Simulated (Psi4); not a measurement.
# doublet [As2]− at 4 levels

Wanted: a comparison of 4 runs (UB3LYP/6-31G*, UDSD-PBEP86/def2-TZVPPD, UTPSSh/def2-TZVPPD) of doublet [As2]−. 

The calculation is run with Psi4 1.11.

**1. The system as given**

The species is [As2]− (2 atoms), meant as a doublet with charge -1. As SMILES of the parent species, `[As]#[As]`. Geometry: relaxed at PBE0-D4/def2-TZVP. That shape belongs to the parent species and isn't relaxed for this state.

Bond lengths: As1–As2 2.089 Å.

**2. Energy and forces at UB3LYP/6-31G(d) (spherical functions) (run 1)**

input.in

```
memory 2.2 GB

molecule m {
  -1 2
  As     0.00000000     0.00000000     0.00468652
  As     0.00000000     0.00000000     3.95234329
  units au
  symmetry c1
}

set basis 6-31G*
set reference uks
set puream true
set e_convergence 1e-09
set d_convergence 1e-08
set scf_type pk
set dft_radial_points 99
set dft_spherical_points 590
set maxiter 100

result, w = gradient("b3lyp", return_wfn=True)
oeprop(w, "QUADRUPOLE", "WIBERG_LOWDIN_INDICES", "DIPOLE")
```

Run with:

```bash
$ psi4 -n 1 input.in input.out
```

input.out:

```text
[...]
  Running in c1 symmetry.
[...]
  Nuclear repulsion =  275.859848879415097
[...]
  Multiplicity = 2
[...]
  Nalpha       = 34
  Nbeta        = 33
[...]
    Number of basis functions: 64
[...]
   @UKS iter   1: -4469.16039119673769   -4.34344e+00   5.54190e-02 ADIIS/DIIS
[...]
   @UKS iter   9: -4471.28265291279968   -3.18323e-11   9.41793e-09 DIIS
[...]
   @S^2 Observed:                7.519081365E-01
[...]
  @UKS Final Energy: -4471.28265291279968
   => Energetics <=
    Nuclear Repulsion Energy =            275.8598488794150967
    One-Electron Energy =               -6793.7951619412997388
    Two-Electron Energy =                2180.4563452932411565
    DFT Exchange-Correlation Energy =    -133.8036851441567308
    Empirical Dispersion Energy =           0.0000000000000000
    VV10 Nonlocal Energy =                  0.0000000000000000
    Total Energy =                      -4471.2826529128005859
[...]
  -Total Gradient:
     Atom            X                  Y                   Z
    ------   -----------------  -----------------  -----------------
       1        0.000000000003     0.000000000010     0.065130971143
       2       -0.000000000001    -0.000000000013    -0.065130971143
[...]
```

Wall time 10 s (1 thread of AMD EPYC 7R43 (Zen 3), shared host); peak memory 0.39 GiB.

**3. Energy and forces at UB3LYP/6-31G(d) (Cartesian functions) (run 2)**

input.in

```
memory 2200 MB

molecule molecule1 {
  -1 2
  As     0.00000000     0.00000000     0.00468652
  As     0.00000000     0.00000000     3.95234329
  units bohr
  symmetry c1
  no_reorient
  no_com
}

set basis 6-31G*
set reference uks
set puream false
set e_convergence 1e-09
set d_convergence 1e-08
set scf_type pk
set dft_radial_points 99
set dft_spherical_points 590
set maxiter 100

e_tot, wfn = gradient("b3lyp", return_wfn=True)
```

Run with:

```bash
$ psi4 input.in input.out -n 1
```

input.out:

```text
[...]
  Running in c1 symmetry.
[...]
  Nuclear repulsion =  275.859848879415097
[...]
  Multiplicity = 2
[...]
  Nalpha       = 34
  Nbeta        = 33
[...]
    Number of basis functions: 70
[...]
   @UKS iter   1: -4468.89750107714463   -4.07367e+00   5.61846e-02 DIIS/ADIIS
[...]
   @UKS iter  10: -4471.29629296148596    2.72848e-12   8.26620e-10 DIIS
[...]
   @S^2 Observed:                7.518985557E-01
[...]
  @UKS Final Energy: -4471.29629296148596
   => Energetics <=
    Nuclear Repulsion Energy =            275.8598488794150967
    One-Electron Energy =               -6793.7175136281857704
    Two-Electron Energy =                2180.3218795267557653
    DFT Exchange-Correlation Energy =    -133.7605077394716204
    Empirical Dispersion Energy =           0.0000000000000000
    VV10 Nonlocal Energy =                  0.0000000000000000
    Total Energy =                      -4471.2962929614868699
[...]
  -Total Gradient:
     Atom            X                  Y                   Z
    ------   -----------------  -----------------  -----------------
       1       -0.000000000000    -0.000000000000     0.064924222893
       2        0.000000000000    -0.000000000002    -0.064924222952
[...]
```

It took 11 s on 1 thread of AMD EPYC 7R43 (Zen 3), shared host; peak memory 0.41 GiB.

**4. The energy at UDSD-PBEP86/def2-TZVPPD (density fitting for correlation) (run 3)**

as2.dat

```
memory 2.2 GB

molecule {
  -1 2
  As
  As 1 R2

  R2 = 2.08901
  symmetry c1
  no_reorient
  no_com
}

set basis def2-TZVPPD
set reference uks
set puream true
set e_convergence 1e-09
set d_convergence 1e-08
set scf_type pk
set dft_radial_points 99
set dft_spherical_points 590
set num_frozen_docc 18
set maxiter 100

e_tot, wfn = energy("dsd-pbep86", return_wfn=True)
```

Run with:

```bash
$ psi4 -n 1 as2.dat as2.out
```

as2.out:

```text
[...]
  Running in c1 symmetry.
[...]
  Nuclear repulsion =  275.859848645832187
[...]
  Multiplicity = 2
[...]
  Nalpha       = 34
  Nbeta        = 33
[...]
    Number of basis functions: 108
[...]
   @UKS iter   1: -4467.91503159316744   -5.36292e+00   3.21103e-02 ADIIS/DIIS
[...]
   @UKS iter  11: -4469.87859466520513   -1.81899e-11   3.57922e-09 DIIS
[...]
   @S^2 Observed:                7.651807415E-01
[...]
  @UKS Final Energy: -4469.87859466520513
   => Energetics <=
    Nuclear Repulsion Energy =            275.8598486458321872
    One-Electron Energy =               -6796.2731532115958544
    Two-Electron Energy =                2097.6654083213529702
    DFT Exchange-Correlation Energy =     -47.1306984207951842
    Empirical Dispersion Energy =           0.0000000000000000
    VV10 Nonlocal Energy =                  0.0000000000000000
    Total Energy =                      -4469.8785946652060375
[...]
 Multipole Moments:
 ------------------------------------------------------------------------------------
     Multipole            Electronic (a.u.)      Nuclear  (a.u.)        Total (a.u.)
 ------------------------------------------------------------------------------------
 L = 1.  Multiply by 2.5417464519 to convert [e a0] to [Debye]
 Dipole X            :          0.0000000            0.0000000            0.0000000
 Dipole Y            :         -0.0000000            0.0000000           -0.0000000
 Dipole Z            :          0.0000000           -0.0000000            0.0000000
 Magnitude           :                                                    0.0000000
[...]
```

Run time: 19 s. Hardware: 1 thread of AMD EPYC 7R43 (Zen 3), shared host; peak memory 0.77 GiB.

**5. Energy and forces at UTPSSh/def2-TZVPPD (run 4)**

calc.in

```
memory 2.2 GB

molecule m {
  -1 2
  As     0.000000     0.000000     0.002480
  As     0.000000     0.000000     2.091490
  symmetry c1
}

set basis def2-TZVPPD
set reference uks
set puream true
set e_convergence 1e-09
set d_convergence 1e-08
set scf_type pk
set dft_radial_points 99
set dft_spherical_points 590
set maxiter 100

e_tot, wfn = gradient("tpssh", return_wfn=True)
print_variables()
```

Run with:

```bash
$ psi4 calc.in calc.out -n 1
```

calc.out:

```text
[...]
  Running in c1 symmetry.
[...]
  Nuclear repulsion =  275.859848645832244
[...]
  Multiplicity = 2
[...]
  Nalpha       = 34
  Nbeta        = 33
[...]
    Number of basis functions: 108
[...]
   @UKS iter   1: -4469.08520808802405   -3.57328e+00   3.66131e-02 ADIIS/DIIS
[...]
   @UKS iter  10: -4471.68137656808540   -5.72982e-11   4.62479e-09 DIIS
[...]
   @S^2 Observed:                7.539490880E-01
[...]
  @UKS Final Energy: -4471.68137656808540
   => Energetics <=
    Nuclear Repulsion Energy =            275.8598486458322441
    One-Electron Energy =               -6794.8022739717798686
    Two-Electron Energy =                2197.1853405570855102
    DFT Exchange-Correlation Energy =    -149.9242917992233686
    Empirical Dispersion Energy =           0.0000000000000000
    VV10 Nonlocal Energy =                  0.0000000000000000
    Total Energy =                      -4471.6813765680853976
[...]
  -Total Gradient:
     Atom            X                  Y                   Z
    ------   -----------------  -----------------  -----------------
       1        0.000000000002    -0.000000000000     0.047921380974
       2        0.000000000002    -0.000000000003    -0.047921380973
[...]
```

It took 76 s on 1 thread of AMD EPYC 7R43 (Zen 3), shared host; peak memory 0.85 GiB.

**6. Overview of the runs**

| run | level | Cartesian functions | task | energy (Eh) | HOMO energy (eV) | LUMO energy (eV) | ⟨S²⟩ | wall time |
| --- | --- | --- | --- | --- | --- | --- | --- | --- |
| 1 | UB3LYP/6-31G* (spherical functions) | no | gradient | -4471.282653 | 1.80 | 3.08 | 0.752 | 10 s |
| 2 | UB3LYP/6-31G* (Cartesian functions) | yes | gradient | -4471.296293 | 1.79 | 3.06 | 0.752 | 11 s |
| 3 | UDSD-PBEP86/def2-TZVPPD (density fitting for correlation) | no | energy | -4470.144443 | -0.15 | 4.55 | 0.765 | 19 s |
| 4 | UTPSSh/def2-TZVPPD | no | gradient | -4471.681377 | 1.78 | 2.59 | 0.754 | 76 s |

**7. Summary of results**

| quantity | value |
| --- | --- |
| run 4: total energy | -4471.68138 Eh |
| run 4: HOMO energy (highest over α and β) | 1.78 eV |
| run 4: LUMO energy (lowest over α and β) | 2.59 eV |
| run 4: ⟨S²⟩ | 0.754 |
| run 4: largest force on an atom | 2.464 eV/Å |

In words: Totals of different functionals can't be ranked against each other. In runs 1, 2, 4 the HOMO lies above zero, so the outermost electron may be held by the basis alone. All runs together took 1.9 min, the longest 76 s.
